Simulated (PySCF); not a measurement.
# C6H7O−: excited states, first hyperpolarisability

Aim: compute the excited states, first hyperpolarisability of C6H7O− (`COc1cc[cH-]c1`).

Programs: PySCF 2.14.0, with routines of our own; each step states its level. All values are computed. Atoms count from 0.

### Step 1. The starting structure

14 atoms, charge -1, multiplicity 1; geometry from: GFN2-xTB.

### Step 2. Geometry optimisation at PBE0-D3(BJ)/def2-SVP

What the job is given:

```
{"job": {"xc": "PBE0", "basis": "def2-SVP", "d3": "d3bj", "grid": 2, "kind": "geom"}, "charge": -1, "multiplicity": 1}
C     -2.357839     0.203563    -0.122112
O     -1.458322    -0.835885     0.031689
C     -0.090656    -0.428205     0.041766
C      0.957436    -1.331221     0.191633
C      2.146309    -0.596538     0.156330
C      1.824180     0.743458    -0.013993
C      0.430656     0.855540    -0.086162
H     -2.281824     0.943392     0.691031
H     -2.217304     0.738853    -1.075128
H     -3.363177    -0.232399    -0.109055
H      0.858817    -2.400543     0.313152
H      3.145172    -1.009081     0.247299
H      2.524296     1.568902    -0.081298
H     -0.118422     1.779692    -0.217275
```

Started as:

```
$ OMP_NUM_THREADS=1 python excited_run.py task.json out
```

One launch serves the whole session: the jobs run in the order shown.

What it wrote:

```text
step   0  E = -307.46296719  max force = 0.032562
step   1  E = -307.46582884  max force = 0.003434
step   2  E = -307.46585737  max force = 0.000705
step   3  E = -307.46586013  max force = 0.000782
step   4  E = -307.46585901  max force = 0.000564
step   5  E = -307.46586220  max force = 0.000218
optimisation converged
```

Wall time 41 s (1 thread of Arm Neoverse V2, shared host); peak memory 0.68 GiB.

The steps of the relaxation:

| step | energy from step 0 (eV) | largest force component (eV/Å) |
| --- | --- | --- |
| 0 | 0.0000 | 1.6744 |
| 1 | -0.0779 | 0.1766 |
| 2 | -0.0786 | 0.0363 |
| 3 | -0.0787 | 0.0402 |
| 4 | -0.0787 | 0.0290 |
| 5 | -0.0788 | 0.0112 |

Distances of close pairs at the start and the end, largest changes first:

| bond | before (Å) | after (Å) | change (Å) |
| --- | --- | --- | --- |
| O1–C2 | 1.427 | 1.390 | -0.037 |
| C5–C6 | 1.400 | 1.421 | +0.021 |
| C3–C4 | 1.398 | 1.418 | +0.020 |
| C2–C6 | 1.391 | 1.411 | +0.020 |
| C4–C5 | 1.389 | 1.405 | +0.017 |
| C2–C3 | 1.392 | 1.405 | +0.014 |
| C3–H10 | 1.081 | 1.093 | +0.012 |
| C0–H7 | 1.102 | 1.112 | +0.010 |

The next job starts from the end point, and lists it.

| at the end point | value |
| --- | --- |
| point group (found at 0.08 Å tolerance) | Cs |
| rotational constants (GHz, main isotopes) | 7.327, 2.041, 1.612 |

### Step 3. Excited states: TDA CAM-B3LYP/def2-TZVPD

What the job is given:

```
{"job": {"kind": "states", "xc": "CAM-B3LYP", "basis": "def2-TZVPD", "tda": true, "soc": true, "nstates": 6, "ntriplets": 5, "nquad": 4}, "charge": -1, "multiplicity": 1}
C     -1.710593     0.610386    -0.060914
O     -0.809184    -0.417351     0.096109
C      0.526017    -0.030599     0.104822
C      1.579681    -0.948287     0.255247
C      2.785507    -0.203383     0.216977
C      2.463568     1.153775     0.044527
C      1.049731     1.273266    -0.027091
H     -1.642006     1.367781     0.750656
H     -1.570777     1.160245    -1.017537
H     -2.727648     0.180985    -0.051509
H      1.464660    -2.027869     0.377315
H      3.793974    -0.619731     0.306833
H      3.174040     1.983424    -0.024031
H      0.485938     2.199538    -0.159012
```

With the program's defaults for keys left out, this is: TDA CAM-B3LYP/def2-TZVPD excited states, vertical, gas phase, spin-orbit mean-field couplings.

What it wrote:

```text
coarse grid: 11944 points
cycle   1  E = -307.8827396601  dE =  1.297e+00  |g| = 7.059e-01  |ddm| = 4.542e+00
cycle   2  E = -307.8652278630  dE =  1.751e-02  |g| = 8.262e-01  |ddm| = 2.984e+00
cycle   3  E = -308.0091741594  dE = -1.439e-01  |g| = 6.367e-02  |ddm| = 1.655e+00
cycle   4  E = -308.0094968313  dE = -3.227e-04  |g| = 4.940e-02  |ddm| = 1.343e-01
cycle   5  E = -308.0099926755  dE = -4.958e-04  |g| = 7.931e-03  |ddm| = 6.092e-02
cycle   6  E = -308.0100054018  dE = -1.273e-05  |g| = 2.898e-03  |ddm| = 1.648e-02
cycle   7  E = -308.0100074644  dE = -2.063e-06  |g| = 5.818e-04  |ddm| = 4.420e-03
final grid: 116064 points
cycle   8  E = -308.0039520182  dE = -4.866e-05  |g| = 4.343e-03  |ddm| = 3.461e-01
cycle   9  E = -308.0039520713  dE = -5.307e-08  |g| = 4.486e-03  |ddm| = 3.233e-02
cycle  10  E = -308.0039565850  dE = -4.514e-06  |g| = 5.765e-04  |ddm| = 6.945e-03
cycle  11  E = -308.0039566329  dE = -4.793e-08  |g| = 3.007e-04  |ddm| = 1.826e-03
cycle  12  E = -308.0039566508  dE = -1.787e-08  |g| = 5.390e-05  |ddm| = 1.074e-03
cycle  13  E = -308.0039566515  dE = -6.975e-10  |g| = 2.088e-05  |ddm| = 2.854e-04
converged SCF energy = -308.0039566515

Singlet excitations
state   eV       nm        f     d(h-e)  d(exc)  Lambda  PR(NTO)  |dmu|/D   mu/D   main configurations
  1   2.9133   425.6   0.00334   3.304   5.164   0.138   1.008   13.569    9.871   H->L 0.90
  2   3.4137   363.2   0.00697   1.625   4.850   0.172   1.759    6.417    2.863   H-1->L 0.55, H->L+2 0.31
  3   3.4394   360.5   0.00656   0.681   4.728   0.204   1.663    2.516    4.267   H->L+2 0.40, H->L+1 0.25, H-1->L 0.22
  4   3.5992   344.5   0.00135   1.784   4.723   0.214   1.130    7.217    4.286   H->L+1 0.66, H->L+2 0.20
  5   3.9128   316.9   0.00595   0.675   4.631   0.233   1.081                     H-1->L+2 0.77, H-1->L 0.10
  6   4.0046   309.6   0.00102   0.203   4.638   0.218   1.174                     H->L+3 0.84

Triplet excitations (Tamm-Dancoff)
state   eV     d(h-e)  d(exc)  Lambda  PR(NTO)   main configurations
  1   2.9021   3.237   5.126   0.140   1.010   H->L 0.89
  2   3.3872   1.112   4.727   0.186   1.909   H-1->L 0.45, H->L+2 0.39
  3   3.4169   0.847   4.744   0.193   1.885   H-1->L 0.29, H->L+2 0.29, H->L+1 0.26
  4   3.5753   1.827   4.699   0.216   1.141   H->L+1 0.62, H->L+2 0.23
  5   3.8884   0.618   4.619   0.232   1.174   H-1->L+2 0.73, H-1->L 0.11
S1 - T1 = 0.0112 eV

Spin-orbit couplings |<S|Hso|T>| (cm-1)
             T1       T2       T3       T4       T5
S0        5.389    7.195    1.354    2.664    4.304
S1        0.011    1.127    1.077    1.290    0.680
S2        1.076    0.316    1.926    4.373    1.243
S3        1.350    1.583    0.344    7.465    3.145
S4        1.111    5.417    7.003    0.266    0.194
S5        0.625    1.423    2.457    0.305    0.691
S6        1.006    5.258    7.874    5.084    2.091
T1 sublevels (cm-1): 0.000 0.000 0.001   radiative rates (1/s): 0.977 7.26 72.9
```

Run time: 78 s. Hardware: 1 thread of Arm Neoverse V2, shared host; peak memory 1.2 GiB.

In short:

```
  quantity    value
S1 less T1  0.01 eV
```

Orbitals, density, ELF and potential are computed afterwards from the orbital file.

Frontier orbitals at CAM-B3LYP/def2-TZVPD, with the share of their density that lies nearest to each atom:

```
orbital  energy (eV)                                   lies on
   HOMO        -0.99  C2, C5 about 24 % each; C4 15 %; C3 10 %
   LUMO         3.91           H9 42 %; H7, H8 about 21 % each
```

ELF in a plane through or near 12 of the atoms.

Ten even steps from ' ' (0.00) to '@' (1.00):
```
                                                        
                                                        
                                                        
              ::--..                                    
            ==%%@@%%::    ::####==                      
          ..%%@@@@@@++  ..##@@@@@@..                    
          ..##@@@@@@**----%%@@@@%%                      
            ..++##--..%%++..%%%%--  ..::..              
              ::++....%%--##====  ..++**--..            
        ==**++==**%%++::==%%%%==  ::==::======--        
      --%%@@@@%%--::==..--..::====**--++**@@@@@@++      
      ++@@@@@@@@==%%%%::%%**::%%==--##==@@@@@@@@##      
      ::%%@@@@**==##--%%++##--**==++**..**@@@@@@==      
        ..--..    ==%%@@##::  --%%%%**    --**==        
                  ##@@@@@@==    ++**==                  
                ..%%@@@@@@**      ..                    
                  ++%%@@%%--                            
                      ..                                
                                                        
                                                        
```
The map spans 11.8 Å across and 9.8 Å up, centred on the molecule. Atoms in the plane (x, y in Å): C0 (2.4, -0.1), O1 (1.3, -1.0), C2 (0.0, -0.4), C3 (-1.1, -1.2), C4 (-2.2, -0.3), C5 (-1.7, 1.0), C6 (-0.3, 0.9), H9 (3.3, -0.7), H10 (-1.2, -2.3), H11 (-3.3, -0.6), H12 (-2.3, 1.9), H13 (0.4, 1.8).

On the surface of density 0.002 e/bohr³ the electrostatic potential runs, from the 1st to the 99th percentile, from -6.09 V near C4 to -2.37 V near H9.

### Step 4. Excited states: TDDFT CAM-B3LYP/def2-TZVPD

The job, as its differences from that of step 3:

```diff
@@ -1,2 +1,2 @@
-{"job": {"kind": "states", "xc": "CAM-B3LYP", "basis": "def2-TZVPD", "tda": true, "soc": true, "nstates": 6, "ntriplets": 5, "nquad": 4}, "charge": -1, "multiplicity": 1}
+{"job": {"kind": "states", "xc": "CAM-B3LYP", "basis": "def2-TZVPD", "tpa": true, "nstates": 8, "nquad": 6, "ntriplets": 0}, "charge": -1, "multiplicity": 1}
 C     -1.710593     0.610386    -0.060914
```

Level: TDDFT CAM-B3LYP/def2-TZVPD excited states, vertical, gas phase, two-photon moments by quadratic response.

What it wrote:

```text
coarse grid: 11944 points
cycle   1  E = -307.8827396601  dE =  1.297e+00  |g| = 7.059e-01  |ddm| = 4.542e+00
cycle   2  E = -307.8652278630  dE =  1.751e-02  |g| = 8.262e-01  |ddm| = 2.984e+00
cycle   3  E = -308.0091741594  dE = -1.439e-01  |g| = 6.367e-02  |ddm| = 1.655e+00
cycle   4  E = -308.0094968313  dE = -3.227e-04  |g| = 4.940e-02  |ddm| = 1.343e-01
cycle   5  E = -308.0099926755  dE = -4.958e-04  |g| = 7.931e-03  |ddm| = 6.092e-02
cycle   6  E = -308.0100054018  dE = -1.273e-05  |g| = 2.898e-03  |ddm| = 1.648e-02
cycle   7  E = -308.0100074644  dE = -2.063e-06  |g| = 5.818e-04  |ddm| = 4.420e-03
final grid: 116064 points
cycle   8  E = -308.0039520182  dE = -4.866e-05  |g| = 4.343e-03  |ddm| = 3.461e-01
cycle   9  E = -308.0039520713  dE = -5.307e-08  |g| = 4.486e-03  |ddm| = 3.233e-02
cycle  10  E = -308.0039565850  dE = -4.514e-06  |g| = 5.765e-04  |ddm| = 6.945e-03
cycle  11  E = -308.0039566329  dE = -4.793e-08  |g| = 3.007e-04  |ddm| = 1.826e-03
cycle  12  E = -308.0039566508  dE = -1.787e-08  |g| = 5.390e-05  |ddm| = 1.074e-03
cycle  13  E = -308.0039566515  dE = -6.975e-10  |g| = 2.088e-05  |ddm| = 2.854e-04
converged SCF energy = -308.0039566515

Singlet excitations
state   eV       nm        f     d(h-e)  d(exc)  Lambda  PR(NTO)  |dmu|/D   mu/D   delta(TPA)   sigma/GM   main configurations
  1   2.9115   425.8   0.00288   3.306   5.165   0.138   1.009   13.564    9.866      305.78      0.950   H->L 0.90
  2   3.4120   363.4   0.00647   1.566   4.846   0.174   1.784    6.153    2.632      259.39      1.106   H-1->L 0.54, H->L+2 0.32
  3   3.4377   360.7   0.00592   0.698   4.738   0.203   1.694    2.537    4.086      124.29      0.538   H->L+2 0.39, H->L+1 0.25, H-1->L 0.23
  4   3.5966   344.7   0.00114   1.789   4.725   0.214   1.132    7.232    4.295       15.20      0.072   H->L+1 0.66, H->L+2 0.20
  5   3.9111   317.0   0.00559   0.677   4.634   0.233   1.086    3.179    6.851      170.76      0.957   H-1->L+2 0.76, H-1->L 0.10
  6   4.0013   309.9   0.00102   0.206   4.638   0.218   1.176    1.373    5.070       64.14      0.376   H->L+3 0.84
  7   4.0499   306.1   0.02688   1.021   4.656   0.201   1.531                                            H-1->L+1 0.62, H->L+4 0.16
  8   4.1594   298.1   0.00131   0.421   4.788   0.214   1.434                                            H->L+4 0.77, H-1->L+1 0.13
```

Wall time 88 s (1 thread of Arm Neoverse V2, shared host); peak memory 1.2 GiB.

### Step 5. First hyperpolarisability: quadratic response CAM-B3LYP/def2-TZVPD

The job, as its differences from that of step 4:

```diff
@@ -1,2 +1,2 @@
-{"job": {"kind": "states", "xc": "CAM-B3LYP", "basis": "def2-TZVPD", "tpa": true, "nstates": 8, "nquad": 6, "ntriplets": 0}, "charge": -1, "multiplicity": 1}
+{"job": {"kind": "beta", "xc": "CAM-B3LYP", "basis": "def2-TZVPD"}, "charge": -1, "multiplicity": 1}
 C     -1.710593     0.610386    -0.060914
```

With the program's defaults for keys left out, this is: quadratic response CAM-B3LYP/def2-TZVPD first hyperpolarisability, Taylor convention, gas phase.

What it wrote:

```text
coarse grid: 11944 points
cycle   1  E = -307.8827396601  dE =  1.297e+00  |g| = 7.059e-01  |ddm| = 4.542e+00
cycle   2  E = -307.8652278630  dE =  1.751e-02  |g| = 8.262e-01  |ddm| = 2.984e+00
cycle   3  E = -308.0091741594  dE = -1.439e-01  |g| = 6.367e-02  |ddm| = 1.655e+00
cycle   4  E = -308.0094968313  dE = -3.227e-04  |g| = 4.940e-02  |ddm| = 1.343e-01
cycle   5  E = -308.0099926755  dE = -4.958e-04  |g| = 7.931e-03  |ddm| = 6.092e-02
cycle   6  E = -308.0100054018  dE = -1.273e-05  |g| = 2.898e-03  |ddm| = 1.648e-02
cycle   7  E = -308.0100074644  dE = -2.063e-06  |g| = 5.818e-04  |ddm| = 4.420e-03
final grid: 116064 points
cycle   8  E = -308.0039520182  dE = -4.866e-05  |g| = 4.343e-03  |ddm| = 3.461e-01
cycle   9  E = -308.0039520713  dE = -5.307e-08  |g| = 4.486e-03  |ddm| = 3.233e-02
cycle  10  E = -308.0039565850  dE = -4.514e-06  |g| = 5.765e-04  |ddm| = 6.945e-03
cycle  11  E = -308.0039566329  dE = -4.793e-08  |g| = 3.007e-04  |ddm| = 1.826e-03
cycle  12  E = -308.0039566508  dE = -1.787e-08  |g| = 5.390e-05  |ddm| = 1.074e-03
cycle  13  E = -308.0039566515  dE = -6.975e-10  |g| = 2.088e-05  |ddm| = 2.854e-04
converged SCF energy = -308.0039566515

Lowest singlets (eV, f): 2.9115 0.0029  3.4120 0.0065  3.4377 0.0059

First hyperpolarisability (au)
process     nm      |vector|   parallel      HRS      DR
static         -      270.42     -20.24     122.85    3.85
shg       1907.0      299.82     -34.14      136.0   3.972
eope      1907.0      279.32     -24.28          -       -
shg       1064.0      427.29    -111.99     191.89   4.505
eope      1064.0      302.19     -35.33          -       -
```

Run time: 80 s. Hardware: 1 thread of Arm Neoverse V2, shared host; peak memory 1.2 GiB.

### Step 6. Outcome

| quantity | value |
| --- | --- |
| point group | Cs |
| rotational constants (main isotopes) | 7.33, 2.04, 1.61 GHz |
| S1 less T1 (step 3, TDA CAM-B3LYP/def2-TZVPD) | 0.01 eV |
| β vector (step 5, quadratic response CAM-B3LYP/def2-TZVPD) | static 270, SHG 1907.0 nm 300, SHG 1064.0 nm 427 au |

In words: The optimisation took 5 steps and gained 0.079 eV; among the close pairs (by a distance rule), O1–C2 changed most, from 1.427 to 1.390 Å. For an anion in the gas phase, states above the energy of detachment are held by the basis alone, so excitations and responses hang on it. In step 3, the number of triplets below S1 is 1, and the largest singlet-triplet spin-orbit coupling is S6–T3, 7.87 cm⁻¹. β grows from 270 au (static) to 427 au for doubling at 1064.0 nm: normal dispersion, which grows as twice the photon energy moves toward the bright states.
